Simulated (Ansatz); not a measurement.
# CH7BClNSi: the cost of one run

Program: Ansatz 0.2.0, Gaussian basis. Level of theory: the settings change from run to run. These are calculated values, not measurements.

### Step 1. The geometry

The geometry comes from an earlier relaxation with PBE0-D4 in a triple-zeta def2 set; it is a stationary point, not always the lowest conformer.

SMILES `C[SiH2]B(N)Cl`, 12 atoms, charge 0, spin multiplicity 1.

Atoms are counted from 1 here; the program's logs count them from 0.

Bond lengths: C1–Si2 1.876 Å, C1–H6 1.092 Å, C1–H7 1.092 Å, C1–H8 1.092 Å, Si2–B3 2.019 Å, Si2–H9 1.496 Å, Si2–H10 1.492 Å, B3–N4 1.385 Å, B3–Cl5 1.782 Å, N4–H11 1.008 Å, N4–H12 1.006 Å. Angles: Si2–C1–H6 110.9°, Si2–C1–H7 111.2°, Si2–C1–H8 110.0°, H6–C1–H7 108.3°, H6–C1–H8 108.0°, H7–C1–H8 108.4°, C1–Si2–B3 111.6°, C1–Si2–H9 110.1°, C1–Si2–H10 109.6°, B3–Si2–H9 109.8°, B3–Si2–H10 108.8°, H9–Si2–H10 106.8°, Si2–B3–N4 123.9°, Si2–B3–Cl5 118.5°, N4–B3–Cl5 117.6°, B3–N4–H11 123.2°, B3–N4–H12 122.2°, H11–N4–H12 114.5°.

Geometry (Å):

```
C    -1.6462    0.3361   -1.1145
Si   -0.4321   -0.7781   -0.2188
B     0.8297    0.2826    0.9466
N     2.2055    0.1208    0.9421
Cl    0.1462    1.5029    2.0514
H    -1.1246    1.0161   -1.7915
H    -2.3600   -0.2479   -1.6988
H    -2.2030    0.9391   -0.3937
H     0.3485   -1.5873   -1.2052
H    -1.1784   -1.7453    0.6382
H     2.8258    0.6490    1.5357
H     2.6658   -0.5428    0.3427
```

### Step 2. LC-wPBE/aug-cc-pVTZ

File in.yaml:

```yaml
crystal:
  periodic: [false, false, false]
  atoms:
    - {symbol: C, position_ang: [-1.646204, 0.336067, -1.114484]}
    - {symbol: Si, position_ang: [-0.432077, -0.778119, -0.218845]}
    - {symbol: B, position_ang: [0.829714, 0.282568, 0.946638]}
    - {symbol: N, position_ang: [2.205496, 0.120821, 0.942075]}
    - {symbol: Cl, position_ang: [0.146168, 1.502872, 2.051377]}
    - {symbol: H, position_ang: [-1.124602, 1.016099, -1.791549]}
    - {symbol: H, position_ang: [-2.360045, -0.247946, -1.698850]}
    - {symbol: H, position_ang: [-2.202989, 0.939057, -0.393693]}
    - {symbol: H, position_ang: [0.348475, -1.587320, -1.205204]}
    - {symbol: H, position_ang: [-1.178446, -1.745283, 0.638203]}
    - {symbol: H, position_ang: [2.825750, 0.648967, 1.535669]}
    - {symbol: H, position_ang: [2.665761, -0.542788, 0.342662]}
basis:
  gaussian: {orbitals: aug-cc-pVTZ}
hamiltonian: {xc: {name: LC-wPBE}}
output: {forces: true}
```

Command:

```console
ansatz run in.yaml --threads 4 --pin off --events-out ev --progress --plain --max-ram 10444MiB
```

What time and memory should one allow on 4 threads of Intel Xeon at 2.80GHz, shared host?

About 9 s, with a peak of 1.6 GiB.
